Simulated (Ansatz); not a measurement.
# The gallium atom (doublet): density functionals in def2-SVPD, part 2 of 2

Ansatz 0.2.0, Gaussian basis; def2-SVPD, all electrons in the functionals, frozen cores in the correlation of double hybrids and RPA.

## (16) HSE06 (unrestricted)

The input, in.yaml:

```yaml
crystal:
  periodic: [false, false, false]
  atoms:
    - {symbol: Ga, position_ang: [0.000000, 0.000000, 0.000000]}
basis:
  gaussian: {orbitals: def2-SVPD}
magnetization: {spin_polarized: true, initial_magnetization: 1}
hamiltonian: {xc: {name: HSE06}}
```

On the command line:

```sh
$ ansatz run in.yaml --threads 1 --pin off --events-out ev --progress --plain --max-ram 2393MiB
```

Output, cut to the lines that bear on the results:

```text
Functional definition: HSE06
  name "HSE06"
  cite "Heyd, Scuseria & Ernzerhof, J. Chem. Phys. 118, 8207 (2003) doi:10.1063/1.1564060"
  cite "Krukau, Vydrov, Izmaylov & Scuseria, J. Chem. Phys. 125, 224106 (2006) doi:10.1063/1.2404663"
  cite "Heyd & Scuseria, J. Chem. Phys. 120, 7274 (2004) doi:10.1063/1.1668634"
  cite "Ernzerhof & Perdew, J. Chem. Phys. 109, 3313 (1998) doi:10.1063/1.476928"
  cite "Perdew, Burke & Ernzerhof, Phys. Rev. Lett. 77, 3865 (1996) doi:10.1103/PhysRevLett.77.3865"
  parent pbe
[...]
  # The whole range is PBE's own exchange, as in plane waves. The composition of these papers is wPBEh.
[...]
250 factors; integrals over basis functions are off by at most 1.3e-4 eV
29 factors; integrals over basis functions are off by at most 1.0e-4 eV
[...]
mean field -52363.02211888 eV, -1924.3055699375 hartree, gradient 1.3e-5 eV, S^2 0.753699; 1 other end points of the search recorded, 0 dependent functions left out
reference -52363.02214451 eV, -1924.3055708796 hartree; 16, 15 occupied and 22, 23 virtual orbitals, 250 factors
Total energy: -52363.02214451 eV, -1924.3055708796 hartree
```

Wall time 1.5 s (1 thread of Intel Xeon Platinum 8259CL at 2.50GHz, shared host).

From the report: ⟨S²⟩ of the determinant 0.754 (pure doublet: 0.75).

## (17) B2PLYP (unrestricted)

Edit in.yaml of step 16 so:

```diff
@@ -7,2 +7,3 @@
 magnetization: {spin_polarized: true, initial_magnetization: 1}
-hamiltonian: {xc: {name: HSE06}}
+hamiltonian: {xc: {name: B2PLYP}}
+correlation: {electrons: outside_noble_gas}
```

Same command.

Output, cut to the lines that bear on the results:

```text
Functional definition: B2PLYP
  name "B2PLYP"
  cite "Grimme, J. Chem. Phys. 124, 034108 (2006) doi:10.1063/1.2148954"
  cite "Becke, Phys. Rev. A 38, 3098 (1988) doi:10.1103/PhysRevA.38.3098"
  cite "Lee, Yang & Parr, Phys. Rev. B 37, 785 (1988) doi:10.1103/PhysRevB.37.785"
[...]
250 factors; integrals over basis functions are off by at most 1.3e-4 eV
[...]
mean field -52358.39479833 eV, -1924.1355190441 hartree, gradient 8.4e-6 eV, S^2 0.755158; 0 other end points of the search recorded, 0 dependent functions left out
14 core orbitals not correlated: weight in the atoms' cores, before any rotation towards them, 1.000 or more for the frozen orbitals, at most 0.000 for the correlated occupied ones
reference -52358.39489053 eV, -1924.1355224321 hartree; 2, 1 occupied and 22, 23 virtual orbitals, 250 factors
second order -1.07432606 eV of doubles, -0.00000000 eV of singles
Total energy: -52358.68495856 eV, -1924.1461822359 hartree
```

Wall time 0.81 s (1 thread of Intel Xeon Platinum 8259CL at 2.50GHz, shared host).

From the report: ⟨S²⟩ of the determinant 0.755 (pure doublet: 0.75).

## (18) PBE-QIDH (unrestricted)

Edit in.yaml of step 17 so:

```diff
@@ -7,3 +7,3 @@
 magnetization: {spin_polarized: true, initial_magnetization: 1}
-hamiltonian: {xc: {name: B2PLYP}}
+hamiltonian: {xc: {name: PBE-QIDH}}
 correlation: {electrons: outside_noble_gas}
```

The command is unchanged.

Output, cut to the lines that bear on the results:

```text
Functional definition: PBE-QIDH
  name "PBE-QIDH"
  cite "Brémond, Sancho-García, Pérez-Jiménez & Adamo, J. Chem. Phys. 141, 031101 (2014) doi:10.1063/1.4890314"
  cite "Perdew, Burke & Ernzerhof, Phys. Rev. Lett. 77, 3865 (1996) doi:10.1103/PhysRevLett.77.3865"
[...]
250 factors; integrals over basis functions are off by at most 1.3e-4 eV
[...]
mean field -52351.77914575 eV, -1923.8923982959 hartree, gradient 1.7e-6 eV, S^2 0.757776; 0 other end points of the search recorded, 0 dependent functions left out
14 core orbitals not correlated: weight in the atoms' cores, before any rotation towards them, 1.000 or more for the frozen orbitals, at most 0.000 for the correlated occupied ones
reference -52351.77915324 eV, -1923.8923985711 hartree; 2, 1 occupied and 22, 23 virtual orbitals, 250 factors
second order -0.96734001 eV of doubles, -0.00000000 eV of singles
Total energy: -52352.10159991 eV, -1923.9042482676 hartree
```

It took 1.1 s on 1 thread of Intel Xeon Platinum 8259CL at 2.50GHz, shared host.

From the report: ⟨S²⟩ of the determinant 0.758 (pure doublet: 0.75).

## (19) RPA-PBE

The input, in.yaml:

```yaml
crystal:
  periodic: [false, false, false]
  atoms:
    - {symbol: Ga, position_ang: [0.000000, 0.000000, 0.000000]}
basis:
  gaussian: {orbitals: def2-SVPD}
magnetization: {spin_polarized: true, initial_magnetization: 1}
hamiltonian: {xc: {name: PBE}}
correlation: {method: rpa, electrons: outside_noble_gas}
```

The command is unchanged.

Output, cut to the lines that bear on the results:

```text
Functional definition: PBE
  name "PBE"
  cite "Perdew, Burke & Ernzerhof, Phys. Rev. Lett. 77, 3865 (1996) doi:10.1103/PhysRevLett.77.3865"
  parent pbe
[...]
250 factors; integrals over basis functions are off by at most 1.3e-4 eV
[...]
mean field -52362.00946935 eV, -1924.2683557540 hartree, gradient 9.9e-7 eV, S^2 0.752310; 5 other end points of the search recorded, 0 dependent functions left out
14 core orbitals not correlated: weight in the atoms' cores, before any rotation towards them, 0.999 or more for the frozen orbitals, at most 0.000 for the correlated occupied ones
reference -52326.35767516 eV, -1922.9581764831 hartree; 2, 1 occupied and 22, 23 virtual orbitals, 250 factors
Total energy: -52328.66131827 eV, -1923.0428338057 hartree
```

It took 2 s on 1 thread of Intel Xeon Platinum 8259CL at 2.50GHz, shared host.

From the report: ⟨S²⟩ of the determinant 0.752 (pure doublet: 0.75).

## (20) Side by side

```csv
functional,energy (eV),⟨S²⟩,time
SPW92,-52287.2440,0.751,0.72 s
PBE,-52362.0095,0.752,1.2 s
BLYP,-52372.1032,0.752,1.9 s
revPBE,-52366.2502,0.753,2 s
r2SCAN,-52369.6055,0.756,1.9 s
B97M-V,-52359.8457,0.752,4.5 s
PBE0,-52363.0301,0.754,0.72 s
B3LYP,-52371.4130,0.752,1.4 s
r2SCANh,-52369.3204,0.756,2.4 s
r2SCAN0,-52368.9060,0.757,1.9 s
BHLYP,-52369.3705,0.754,1.1 s
CAM-B3LYP,-52373.1563,0.753,1.2 s
wB97X-V,-52364.9382,0.754,2.9 s
wB97M-V,-52367.2204,0.753,4 s
HSE06,-52363.0221,0.754,1.5 s
B2PLYP,-52358.6850,0.755,0.81 s
PBE-QIDH,-52352.1016,0.758,1.1 s
RPA-PBE,-52328.6613,0.752,2 s
```

Orbital levels of the runs that wrote orbitals: PBE HOMO -2.88, LUMO -2.63 eV; PBE0 HOMO -3.76, LUMO -1.85 eV; wB97M-V HOMO -5.43, LUMO 0.01 eV.

## (21) Summary of results

This closing draws on all 2 parts.

```
                quantity                       value
spread of total energies                     85.9 eV
       quickest, slowest  SPW92 0.72 s, B97M-V 4.5 s
```

What this shows: Total energies of different functionals can't be ranked; only differences within one functional count. These atomic energies are the zero for atomisation energies at the same level.
